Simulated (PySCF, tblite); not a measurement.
**C₆H₁₅BOSi: geometry, infrared bands and NMR shifts**

What infrared bands and NMR shifts should C₆H₁₅BOSi (`CO[C@@H]1B[SiH2]CCCC1`) show?

Computed with tblite 0.8.0 and PySCF 2.14.0, with density-fitted response routines of our own, on a single molecule in the gas phase. Atoms count from 0, in the outputs and in this text.

**1. Starting geometry**

24 atoms, charge 0, multiplicity 1; geometry from: force field or distance geometry start.

Bonds of the start (Å): C0–O1 1.42, O1–C2 1.41, C2–B3 1.59, B3–Si4 1.94, Si4–C5 1.87, C5–C6 1.54, C6–C7 1.55, C7–C8 1.55, C8–C2 1.55, C0–H9 1.12, C0–H10 1.10, C0–H11 1.12, C2–H12 1.13, B3–H13 1.19, Si4–H14 1.47, Si4–H15 1.47, C5–H16 1.11, C5–H17 1.11, C6–H18 1.10, C6–H19 1.11, C7–H20 1.12, C7–H21 1.11, C8–H22 1.12, C8–H23 1.12.

**2. Optimising the geometry with GFN2-xTB**

What the job is given:

```
{"job": {"kind": "relax", "xc": "GFN2-xTB", "basis": "xTB"}, "charge": 0, "multiplicity": 1}
C      3.303500     0.343000     0.443000
O      2.459800    -0.403700    -0.423000
C      1.113300    -0.274500    -0.036700
B      0.411100    -1.687900    -0.248200
Si    -1.452600    -1.959400     0.209600
C     -2.184600    -0.337100     0.786600
C     -2.074500     0.770300    -0.276400
C     -0.734400     1.538800    -0.236900
C      0.436700     0.801700    -0.924600
H      3.295300    -0.090600     1.471700
H      4.330200     0.306100     0.053800
H      2.981500     1.411000     0.481400
H      0.974400    -0.018300     1.051200
H      1.045400    -2.614800    -0.638000
H     -2.177600    -2.404500    -0.992200
H     -1.572200    -2.964300     1.278000
H     -3.250400    -0.522400     1.012800
H     -1.689500    -0.033200     1.736200
H     -2.275600     0.369500    -1.284800
H     -2.876700     1.504900    -0.056200
H     -0.903500     2.493900    -0.787300
H     -0.475400     1.822500     0.801100
H      1.198100     1.588400    -1.151200
H      0.106000     0.380400    -1.907900
```

Command:

```bash
OMP_NUM_THREADS=1 python probes_run.py task.json out
```

The driver reads the jobs from task.json and runs them one after another.

**Question.** This job is followed by: GFN2-xTB harmonic vibrations, gas phase; GIAO PBE0/pcSseg-1 NMR shielding, non-relativistic, gas phase. Predict these results of the whole session: strongest single infrared mode (GFN2-xTB); zero-point energy (GFN2-xTB); ¹³C shifts against TMS (PBE0/pcSseg-1); ¹H shifts against TMS (PBE0/pcSseg-1, means over atoms taken as alike); ¹⁷O shifts against H2O (PBE0/pcSseg-1); ¹¹B shifts against BF3·OEt2 (PBE0/pcSseg-1); ²⁹Si shifts against TMS (PBE0/pcSseg-1).

**Answer**, as computed:

| quantity | value |
| --- | --- |
| strongest single infrared mode (GFN2-xTB) | 2134 cm⁻¹, 422 km/mol |
| zero-point energy (GFN2-xTB) | 124.4 kcal/mol |
| ¹³C shifts against TMS (PBE0/pcSseg-1) | 96.6, 58.5, 36.5, 31.6, 21.7, 9.5 ppm |
| ¹H shifts against TMS (PBE0/pcSseg-1, means over atoms taken as alike) | 8.56, 4.07, 4.00, 3.90, 3.52, 2.21, 2.10, 1.74, 1.31, 1.10, 0.85, 0.52, 0.40 ppm |
| ¹⁷O shifts against H2O (PBE0/pcSseg-1) | 51.6 ppm |
| ¹¹B shifts against BF3·OEt2 (PBE0/pcSseg-1) | 88.8 ppm |
| ²⁹Si shifts against TMS (PBE0/pcSseg-1) | -80.3 ppm |

What this shows: The optimisation took 120 steps and gained 0.345 eV; among the close pairs (by a distance rule), Si4–C5 changed most, from 1.871 to 1.916 Å. No mode is imaginary among the 66: a minimum at this level. The strongest single mode, at 2134 cm⁻¹, moves mainly H14. GFN2-xTB is a fitted tight-binding method: band positions and strengths are rough. Its intensities can rank the bands wrongly. The most deshielded carbon is C2 (sp3 CH bonded to B and O), at 96.6 ppm: deshielded by the electronegative neighbour. At PBE0/pcSseg-1: The widest tensor belongs to B3: span 206 ppm, with a paramagnetic part of -182 ppm.
